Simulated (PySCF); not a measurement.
# C8H14O4: magnetic properties

What do calculations give for the magnetic properties of C8H14O4 (`CCOC(=O)C(=O)O[C@H](C)CC`)?

Programs: PySCF 2.14.0, with routines of our own; each step states its level. All values are computed. Atoms count from 0.

### Step 1. The system as given

26 atoms, charge 0, multiplicity 1; geometry from: GFN2-xTB.

### Step 2. Magnetic properties: GIAO CAM-B3LYP/pcSseg-1

What the job is given:

```
{"job": {"kind": "mag", "xc": "CAM-B3LYP", "basis": "pcSseg-1", "isotopologues": 0}, "charge": 0, "multiplicity": 1}
C      4.077577     0.604451    -1.148642
C      3.845824    -0.100397     0.179823
O      2.533385     0.166019     0.687292
C      1.544413    -0.583968     0.235945
O      1.640873    -1.478818    -0.561013
C      0.213624    -0.169709     0.902123
O      0.151541     0.505714     1.895266
O     -0.795594    -0.676828     0.227183
C     -2.136531    -0.423991     0.690626
C     -2.792875    -1.769972     0.970665
C     -2.876318     0.367152    -0.389027
C     -2.274080     1.751004    -0.600553
H      5.105798     0.453366    -1.464740
H      3.889700     1.670334    -1.044693
H      3.412235     0.198719    -1.906943
H      4.523901     0.272458     0.949462
H      3.966220    -1.182269     0.063080
H     -2.067432     0.168249     1.611805
H     -2.221785    -2.317820     1.715922
H     -2.830248    -2.359762     0.058589
H     -3.802854    -1.619311     1.340984
H     -2.837579    -0.201081    -1.319917
H     -3.920486     0.459740    -0.086439
H     -1.244722     1.672125    -0.943177
H     -2.841951     2.298822    -1.348188
H     -2.283682     2.318387     0.327686
```

Method: GIAO CAM-B3LYP/pcSseg-1 magnetisability, rotational g tensor and spin-rotation constants, non-relativistic, gas phase.

The run is started by

```sh
$ OMP_NUM_THREADS=1 python excited_run.py task.json out
```

This one command runs all jobs of the session in turn.

Standard output:

```text
coarse grid: 21712 points
cycle   1  E = -613.3805427223  dE =  2.199e+00  |g| = 1.362e+00  |ddm| = 4.405e+00
cycle   2  E = -612.9233527224  dE =  4.572e-01  |g| = 2.169e+00  |ddm| = 2.253e+00
cycle   3  E = -613.7182416010  dE = -7.949e-01  |g| = 2.485e-01  |ddm| = 1.488e+00
cycle   4  E = -613.7269339008  dE = -8.692e-03  |g| = 1.228e-01  |ddm| = 1.992e-01
cycle   5  E = -613.7293158078  dE = -2.382e-03  |g| = 2.146e-02  |ddm| = 7.001e-02
cycle   6  E = -613.7294090607  dE = -9.325e-05  |g| = 6.657e-03  |ddm| = 1.818e-02
cycle   7  E = -613.7294186877  dE = -9.627e-06  |g| = 2.066e-03  |ddm| = 6.338e-03
final grid: 209704 points
cycle   8  E = -613.8714693603  dE = -5.391e-05  |g| = 6.734e-03  |ddm| = 2.127e-02
cycle   9  E = -613.8714654611  dE =  3.899e-06  |g| = 8.485e-03  |ddm| = 9.359e-03
cycle  10  E = -613.8714782911  dE = -1.283e-05  |g| = 1.511e-03  |ddm| = 5.398e-03
cycle  11  E = -613.8714786999  dE = -4.088e-07  |g| = 3.079e-04  |ddm| = 1.062e-03
cycle  12  E = -613.8714787157  dE = -1.586e-08  |g| = 1.591e-04  |ddm| = 3.068e-04
cycle  13  E = -613.8714787204  dE = -4.645e-09  |g| = 2.456e-05  |ddm| = 1.116e-04
cycle  14  E = -613.8714787206  dE = -1.951e-10  |g| = 1.712e-05  |ddm| = 3.869e-05
converged SCF energy = -613.8714787206

Magnetisability tensor (1e-30 J/T^2)
    -1727.55        5.71       19.13
        5.71    -1849.50      210.06
       19.13      210.06    -1787.41
isotropic -1788.15   principal values   -2031.02  -1730.01  -1603.44
isotropic susceptibility -107.685 1e-6 cm^3/mol

Inertial axes            a          b          c
rot. const./GHz      1.7759     0.4453     0.4207
chi total          -104.297   -120.734    -98.024
chi diamagnetic    -850.354  -2898.160  -3089.006
chi paramagnetic    746.057   2777.426   2990.982
quadrupole/D A       23.113     -3.966    -19.147
g nuclear            0.5957     0.5811     0.5885
g electronic        -0.6224    -0.5810    -0.5911
g total             -0.0267     0.0001    -0.0027

Spin-rotation constants (kHz, H = +C I.J)
atom  isotope        aa         bb         cc
 12     1H        0.025     -0.051     -0.046
 13     1H       -0.192     -0.004     -0.035
 14     1H       -0.112     -0.051     -0.006
 15     1H       -0.090     -0.045      0.000
 16     1H       -0.152      0.004     -0.025
 17     1H       -0.152     -0.044      0.025
 18     1H       -0.140     -0.010     -0.041
 19     1H       -0.203     -0.049      0.012
 20     1H        0.027     -0.050     -0.046
 21     1H       -0.201     -0.050      0.014
 22     1H        0.049     -0.051     -0.047
 23     1H        0.033     -0.047     -0.048
 24     1H       -0.147     -0.012     -0.039
 25     1H       -0.200     -0.047      0.006
  0    13C*       0.243      0.059      0.064
  1    13C*       0.299      0.104      0.102
  2    17O*      -0.500     -0.057     -0.114
  3    13C*       0.965      0.125      0.122
  4    17O*      -0.964     -0.059     -0.228
  5    13C*       0.969      0.120      0.123
  6    17O*      -0.962     -0.025     -0.251
  7    17O*      -0.504     -0.064     -0.121
  8    13C*       0.358      0.100      0.113
  9    13C*       0.267      0.061      0.073
 10    13C*       0.307      0.071      0.074
 11    13C*       0.263      0.059      0.055
* in the singly substituted isotopologue
```

Run time: 4 min. Hardware: 1 thread of Intel Xeon at 2.70GHz, shared host; peak memory 1.7 GiB.

Key values:

```
              quantity                     value
       magnetisability          -1788·10⁻³⁰ J/T²
  molar susceptibility       -107.7·10⁻⁶ cm³/mol
rotational g (a, b, c)  -0.0267, 0.0001, -0.0027
```

### Step 3. Magnetic properties: GIAO PW91/pcSseg-0, grid 1

Settings changed since step 2:

```diff
@@ -1,2 +1,2 @@
-{"job": {"kind": "mag", "xc": "CAM-B3LYP", "basis": "pcSseg-1", "isotopologues": 0}, "charge": 0, "multiplicity": 1}
+{"job": {"kind": "mag", "xc": "PW91", "basis": "pcSseg-0", "grid": 1}, "charge": 0, "multiplicity": 1}
 C      4.077577     0.604451    -1.148642
```

Level: GIAO PW91/pcSseg-0 magnetisability, rotational g tensor and spin-rotation constants, non-relativistic, gas phase.

Standard output:

```text
final grid: 96768 points
cycle   1  E = -612.1987107502  dE =  1.629e+00  |g| = 1.374e+00  |ddm| = 5.163e+00
cycle   2  E = -610.1688014456  dE =  2.030e+00  |g| = 3.472e+00  |ddm| = 5.507e+00
cycle   3  E = -612.4470488347  dE = -2.278e+00  |g| = 8.120e-01  |ddm| = 4.470e+00
cycle   4  E = -612.5671054736  dE = -1.201e-01  |g| = 2.840e-01  |ddm| = 9.651e-01
cycle   5  E = -612.5806383812  dE = -1.353e-02  |g| = 8.452e-02  |ddm| = 2.852e-01
cycle   6  E = -612.5821401351  dE = -1.502e-03  |g| = 2.927e-02  |ddm| = 9.177e-02
cycle   7  E = -612.5822485099  dE = -1.084e-04  |g| = 1.885e-02  |ddm| = 3.982e-02
cycle   8  E = -612.5823174071  dE = -6.890e-05  |g| = 3.530e-03  |ddm| = 1.867e-02
cycle   9  E = -612.5823201419  dE = -2.735e-06  |g| = 4.016e-04  |ddm| = 5.017e-03
cycle  10  E = -612.5823201891  dE = -4.719e-08  |g| = 1.615e-04  |ddm| = 9.151e-04
cycle  11  E = -612.5823201954  dE = -6.293e-09  |g| = 4.514e-05  |ddm| = 2.225e-04
cycle  12  E = -612.5823201959  dE = -4.741e-10  |g| = 1.863e-05  |ddm| = 7.449e-05
converged SCF energy = -612.5823201959

Magnetisability tensor (1e-30 J/T^2)
    -1729.83       13.05       18.55
       13.05    -1893.34      233.84
       18.55      233.84    -1822.11
isotropic -1815.09   principal values   -2094.27  -1734.32  -1616.68
isotropic susceptibility -109.307 1e-6 cm^3/mol

Inertial axes            a          b          c
rot. const./GHz      1.7759     0.4453     0.4207
chi total          -104.429   -124.453    -99.040
chi diamagnetic    -850.324  -2897.863  -3088.371
chi paramagnetic    745.895   2773.411   2989.331
quadrupole/D A       23.608     -3.926    -19.682
g nuclear            0.5957     0.5811     0.5885
g electronic        -0.6223    -0.5802    -0.5908
g total             -0.0266     0.0009    -0.0023

Spin-rotation constants (kHz, H = +C I.J)
atom  isotope        aa         bb         cc
 12     1H        0.013     -0.056     -0.050
 13     1H       -0.210     -0.007     -0.039
 14     1H       -0.127     -0.056     -0.009
 15     1H       -0.106     -0.049     -0.003
 16     1H       -0.170      0.000     -0.028
 17     1H       -0.170     -0.048      0.022
 18     1H       -0.156     -0.014     -0.044
 19     1H       -0.221     -0.053      0.011
 20     1H        0.018     -0.055     -0.050
 21     1H       -0.220     -0.054      0.012
 22     1H        0.037     -0.056     -0.051
 23     1H        0.023     -0.053     -0.052
 24     1H       -0.163     -0.016     -0.043
 25     1H       -0.219     -0.052      0.004
  0    13C*       0.232      0.056      0.062
  1    13C*       0.287      0.099      0.101
  2    17O*      -0.574     -0.055     -0.114
  3    13C*       0.952      0.124      0.120
  4    17O*      -1.006     -0.061     -0.240
  5    13C*       0.956      0.120      0.120
  6    17O*      -1.002     -0.027     -0.261
  7    17O*      -0.575     -0.062     -0.122
  8    13C*       0.343      0.094      0.114
  9    13C*       0.259      0.058      0.071
 10    13C*       0.295      0.067      0.071
 11    13C*       0.253      0.055      0.052
* in the singly substituted isotopologue
```

It took 58 s on 1 thread of Intel Xeon at 2.70GHz, shared host; peak memory 0.65 GiB.

From this job:

```
              quantity                     value
       magnetisability          -1815·10⁻³⁰ J/T²
  molar susceptibility       -109.3·10⁻⁶ cm³/mol
rotational g (a, b, c)  -0.0266, 0.0009, -0.0023
```

### Step 4. Magnetic properties side by side

```
                     level  ξ (10⁻³⁰ J/T²)     g(a)    g(b)  gap (eV)  functions   time
   GIAO CAM-B3LYP/pcSseg-1           -1788  -0.0267  0.0001      8.99        274  4 min
GIAO PW91/pcSseg-0, grid 1           -1815  -0.0266  0.0009      3.67        136   58 s
```

### Step 5. Results

```
                                                quantity                      value
       magnetisability (step 2, GIAO CAM-B3LYP/pcSseg-1)           -1788·10⁻³⁰ J/T²
  molar susceptibility (step 2, GIAO CAM-B3LYP/pcSseg-1)        -107.7·10⁻⁶ cm³/mol
rotational g (a, b, c) (step 2, GIAO CAM-B3LYP/pcSseg-1)   -0.0267, 0.0001, -0.0027
                         magnetisability over the levels  -1815 to -1788·10⁻³⁰ J/T²
```

The magnetisability spreads by 1.5 % over 2 levels, from GIAO PW91/pcSseg-0, grid 1 (58 s) to GIAO CAM-B3LYP/pcSseg-1 (4 min); the runs took 58 s to 4 min. Two levels can agree by chance, so this spread shows no convergence. Vibrational averaging and real surroundings are missing from these values.
